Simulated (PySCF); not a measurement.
# The bond of InB−, level by level

Aim: find the lowest electronic state of InB−, scan its bond at several levels of theory, and get bond length, wavenumber and dissociation energy from each curve.

Computed with PySCF 2.14.0. Level: In def2-SVPD with ECP28, B def2-SVPD, scalar-relativistic core potentials.

## (1) Input

The job is set up so:

```json
{
 "atoms": "In, B",
 "charge": "-1",
 "basis": "In def2-SVPD with ECP28, B def2-SVPD",
 "Hamiltonian": "scalar-relativistic core potentials",
 "basis functions": "52",
 "electrons treated": "27",
 "masses in u": "114.9039, 11.0093",
 "levels": "PBE0, PBE, r²SCAN, MN15, TPSS, r²SCAN0, CAM-B3LYP, MP2, CCSD, CCSD(T)",
 "grid": "80 radial by 434 angular points",
 "occupations": "held fixed by the projection of orbital angular momentum",
 "dissociation limit": "In− + B, each in its ground configuration",
 "starting distance in angstrom": "2.305",
 "values of 2S to try": "1, 3"
}
```

Launch:

```sh
OMP_NUM_THREADS=1 python dia.py task.json out
```

The runs that follow: PBE0 along the bond; PBE (GGA); r²SCAN; MN15; TPSS; r²SCAN0 (hybrid meta-GGA); CAM-B3LYP (range-separated hybrid); Adding correlation.

Before running it: what results should come out? Wanted: for each run, Re; ωe; De; μ.

**Answer**, as computed:

Lowest PBE0 solution found, without spin–orbit coupling: ⁴Σ⁻ (quartet), unpaired electrons σ ↑, π ↑↑.

| level | Re (Å) | ωe (cm⁻¹) | De (eV) | μ (D) |
| --- | --- | --- | --- | --- |
| UHF-MP2 | 2.271 | 472 | 2.81 | n/a |
| UHF-CCSD | 2.270 | 474 | 2.56 | n/a |
| UHF-CCSD(T) | 2.280 | 464 | 2.74 | n/a |
| PBE | 2.276 | 449 | 3.33 | -4.38 |
| TPSS | 2.274 | 452 | 3.10 | -4.31 |
| r²SCAN | 2.255 | 474 | 3.24 | -4.13 |
| PBE0 | 2.252 | 478 | 3.09 | -4.40 |
| r²SCAN0 | 2.240 | 493 | 3.03 | -4.16 |
| MN15 | 2.237 | 477 | 3.22 | -4.19 |
| CAM-B3LYP | 2.234 | 493 | 2.79 | -4.54 |

De is counted to In− + B in their ground configurations. A positive dipole points from In to B; in an ion it is taken about the centre of mass and does not tell which atom is negative.

Differences from CCSD(T) in the same basis:

| level | Re (mÅ) | ωe (%) |
| --- | --- | --- |
| UHF-MP2 | -9 | +1.7 |
| UHF-CCSD | -10 | +2.1 |
| PBE | -5 | -3.3 |
| TPSS | -7 | -2.6 |
| r²SCAN | -26 | +2.1 |
| PBE0 | -29 | +3.1 |
| r²SCAN0 | -41 | +6.2 |
| MN15 | -44 | +2.9 |
| CAM-B3LYP | -46 | +6.4 |

Judged by CCSD(T) in the same basis: best bond length PBE (-5 mÅ), worst CAM-B3LYP (-46 mÅ); best wavenumber UHF-MP2 (+1.7 %), worst CAM-B3LYP (+6.4 %). CCSD(T) in a basis this small is itself some way from its limit, more so than the functionals. Among the levels with a De in the table, it runs from 2.56 eV (UHF-CCSD) to 3.33 eV (PBE).

Correlated steps freeze 5 core orbitals. These are scalar-relativistic numbers at best; spin–orbit coupling would shift them, the dissociation energy most. With some functionals the highest level of the anion is positive, mostly a sign of self-interaction error; the finite basis then holds the extra electron, and no neutral molecule was run to test the binding.
